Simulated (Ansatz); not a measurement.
Task: a single point in a Gaussian basis of C₃H₇BO₂, SMILES CCBC(=O)O, with the Python package of Ansatz (0.2.0). Give the script and its output. Use: PBE, def2-SVP basis, multiplicity 1.

| atom | x (Å) | y (Å) | z (Å) |
| --- | --- | --- | --- |
| C | -0.5237 | -1.7717 | 0.0043 |
| C | 0.7448 | -0.9709 | -0.0935 |
| B | 0.5870 | 0.5065 | 0.4976 |
| C | -0.1189 | 1.6339 | -0.2229 |
| O | -0.7776 | 1.3697 | -1.3239 |
| O | -0.2605 | 2.9118 | 0.3348 |
| H | -0.4081 | -2.7495 | -0.4082 |
| H | -1.3196 | -1.2005 | -0.6114 |
| H | -0.9031 | -1.7908 | 1.0913 |
| H | 1.0794 | -0.9016 | -1.1281 |
| H | 1.5113 | -1.5209 | 0.5028 |
| H | 1.2383 | 0.7869 | 1.5092 |
| H | -0.8288 | 3.6622 | -0.1372 |

`c3h7bo2.py`
```python
from pathlib import Path

import ansatz as az
import numpy as np

BASIS = "def2-SVP"
XC = "pbe"

system = (
    az.Crystal.molecule()
    .atom("C", (-0.5237, -1.7717, 0.0043))
    .atom("C", (0.7448, -0.9709, -0.0935))
    .atom("B", (0.587, 0.5065, 0.4976))
    .atom("C", (-0.1189, 1.6339, -0.2229))
    .atom("O", (-0.7776, 1.3697, -1.3239))
    .atom("O", (-0.2605, 2.9118, 0.3348))
    .atom("H", (-0.4081, -2.7495, -0.4082))
    .atom("H", (-1.3196, -1.2005, -0.6114))
    .atom("H", (-0.9031, -1.7908, 1.0913))
    .atom("H", (1.0794, -0.9016, -1.1281))
    .atom("H", (1.5113, -1.5209, 0.5028))
    .atom("H", (1.2383, 0.7869, 1.5092))
    .atom("H", (-0.8288, 3.6622, -0.1372))
)

calc = system.calculation().basis(gaussian=BASIS).functional(XC).forces().orbitals()
res = calc.run(threads=1, pin="off", runs_dir="out")
data = res.report

print("reference energy %16.6f eV" % data["reference_energy_ev"])
print("total energy     %16.6f eV" % data["free_energy_ev"])
print("occupied orbitals outside the frozen core (up, down):", data["n_occupied"], " frozen:", data["n_frozen"], " virtual:", data["n_virtual"])

field = data["mean_field"]
print("<S^2> =", round(abs(field["state"]["spin_squared"]), 4), " all-electron relativity setting:", field["relativity"])
print("passes:", field["passes"])
if "symmetry" in field:
    print("occupied orbitals by irrep:", field["symmetry"]["occupied"])

symbols = [site.symbol for site in system.cartesian_sites]
forces = np.array(data["forces_ev_ang"])
print("largest force", round(float(np.linalg.norm(forces, axis=1).max()), 4), "eV/A, rms", round(float(np.sqrt((forces ** 2).mean())), 4))

charges = data["charge_distribution"]
print("dipole moment", round(4.803205 * float(np.linalg.norm(charges["dipole_moment_e_ang"])), 3), "D")
print("Mulliken:", [(s, round(q, 3)) for s, q in zip(symbols, charges["mulliken_charges_e"])])

lines = Path(data["orbitals_path"]).read_text().splitlines()
field_of = lambda key: [line.split("=")[1].strip() for line in lines if line.startswith(key)]
orbitals = [(27.211386 * float(e), s, float(n)) for e, s, n in zip(field_of("Ene="), field_of("Spin="), field_of("Occup="))]
homo = max(e for e, _, n in orbitals if n > 0.5)
lumo = min(e for e, _, n in orbitals if n < 0.5)
print(f"HOMO {homo:.3f} eV, LUMO {lumo:.3f} eV, gap {lumo - homo:.3f} eV")
```

```console
$ python c3h7bo2.py
reference energy     -7978.682363 eV
total energy         -7978.682363 eV
occupied orbitals outside the frozen core (up, down): [23, 23]  frozen: 0  virtual: [96, 96]
<S^2> = 0.0  all-electron relativity setting: none
passes: {'evaluations': 18, 'products': 12}
occupied orbitals by irrep: [{'A': 23}, {'A': 23}]
largest force 7.8846 eV/A, rms 1.7578
dipole moment 0.896 D
Mulliken: [('C', -0.088), ('C', -0.057), ('B', -0.084), ('C', 0.317), ('O', -0.274), ('O', -0.24), ('H', 0.029), ('H', 0.054), ('H', 0.039), ('H', 0.048), ('H', 0.038), ('H', -0.001), ('H', 0.219)]
HOMO -5.938 eV, LUMO -3.862 eV, gap 2.076 eV
```

Notes:
- Total energies depend on the basis set; only differences at equal settings carry meaning.
- The geometry is a force-field or estimated start, not a minimum of this method, and the basis set is short of its limit.
- Levels such as HOMO and LUMO are orbital energies: with these approximate functionals they aren't the ionisation energy and electron affinity, and their gap isn't the fundamental gap.
- The orbitals are restricted, and with so small a gap a broken-symmetry state can lie lower.
- It ran for 4.8 s on 1 thread of Arm Neoverse V1 (shared host), peak memory 0.22 GiB.
